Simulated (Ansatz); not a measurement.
# Hf3F2: the cost of one run

Computed with Ansatz 0.2.0 (DFT PBE, scalar-relativistic, plane waves, PAW, unless a step's input says otherwise).

1 further run of the same task is left out (it didn't finish).

**1. The structure to begin with**

Symmetry: Pm-3m, No. 221, cubic system. The conventional cell has a = 4.285 Å, b = 4.285 Å, c = 4.285 Å, α = 90.00°, β = 90.00°, γ = 90.00°. Around Hf (site symmetry 4/mmm) lie 6 F at 2.14 to 3.03 Å and 8 Hf at 3.03 Å. Around F (site symmetry m-3m) lie 6 Hf at 2.14 Å. F (site symmetry m-3m) is surrounded by 12 Hf at 3.03 Å.

Coordinates:

```cif
data_structure
_symmetry_space_group_name_H-M 'Pm-3m'
_symmetry_Int_Tables_number 221
_cell_length_a 4.2846
_cell_length_b 4.2846
_cell_length_c 4.2846
_cell_angle_alpha 90.000
_cell_angle_beta 90.000
_cell_angle_gamma 90.000
_cell_volume 78.66
loop_
_atom_site_label
_atom_site_type_symbol
_atom_site_symmetry_multiplicity
_atom_site_Wyckoff_symbol
_atom_site_fract_x
_atom_site_fract_y
_atom_site_fract_z
_atom_site_occupancy
Hf1 Hf 3 d 0.50000 0.00000 0.00000 1
F1 F 1 a 0.00000 0.00000 0.00000 1
F2 F 1 b 0.50000 0.50000 0.50000 1
```

The cell is invented: random cell by space group and Wyckoff sites (Pm-3m, No. 221). The dimensions are guesses.

**2. The guess as it stands, on a coarse mesh**

Contents of input.yaml:

```yaml
crystal:
  lattice:
    - [4.28464621, 0.0, 0.0]
    - [0.0, 4.28464621, 0.0]
    - [0.0, 0.0, 4.28464621]
  atoms:
    - { symbol: Hf, position: [0.5, 0.0, 0.0] }
    - { symbol: Hf, position: [0.0, 0.5, 0.0] }
    - { symbol: Hf, position: [0.0, 0.0, 0.5] }
    - { symbol: F, position: [0.0, 0.0, 0.0] }
    - { symbol: F, position: [0.5, 0.5, 0.5] }
basis:
  ecutwfc: 420
kpoints:
  mp_grid: { grid: [4, 4, 4] }
hamiltonian:
  xc: pbe
scf:
  occupations: { method: gaussian, width: 0.1 }
  lower_state_search: "off"
output:
  forces: true
  stress: true
  eigenvalues: true
```

Launch:

```sh
ansatz run input.yaml --threads 1 --pin off --max-ram 2048MiB --backend cpu --events-out ev --progress --plain --runs-dir out
```

What time and memory should one allow on 1 thread of Intel Xeon Platinum 8259CL at 2.50GHz (Skylake/Cascade Lake), shared host?

About 7.3 s, with a peak of 0.47 GiB.
